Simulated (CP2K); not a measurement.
HPbNO4 in CP2K: the effect of dispersion

Crystal: HPbNO4.

```
H Pb N O
1.0
     4.12042    0.00000    0.00000
     0.00263    6.42744    0.00000
     0.00621    3.27160    7.72297
H Pb N O
2 2 2 8
Cartesian
  3.7271 3.0007 3.7727
  1.6673 6.6979 3.9497
  1.6309 4.2975 5.4621
  3.6910 5.4011 2.2602
  2.6145 1.9630 1.6010
  0.5586 7.7363 6.1224
  3.7468 3.8912 4.1989
  2.2187 3.1495 1.5057
  2.2047 1.0718 0.8188
  3.4518 1.6401 2.5232
  1.6864 5.8075 3.5235
  0.1621 6.5501 6.2185
  0.1492 8.6282 6.9041
  1.3958 8.0582 5.1999
```

The cell was built by a generator and needn't be a form met in nature.

Alike in all runs:

```yaml
Program: CP2K 2026.2
Task: single point
Functional: PBE
Potentials_or_basis: GTH_POTENTIALS H GTH-PBE-q1, Pb GTH-PBE-q4, N GTH-PBE-q5, O GTH-PBE-q6; DZVP-MOLOPT-SR-GTH basis
Density_cutoff: 8163 eV
k_mesh: 5 × 4 × 3
Occupations: fermi-dirac, width 0.05 eV
Spin: no spin polarisation
```

**Question.** One run gave: pressure 0.1 GPa. Which dispersion did it use?
A. none
B. D4
C. D3(BJ)

**Answer.** B.

```tsv
dispersion	pressure (GPa)
none	1.0
D3(BJ)	0.9
D4	0.1
```

Caveats: the basis of atomic orbitals isn't converged, which shifts pressures, moduli and gaps.
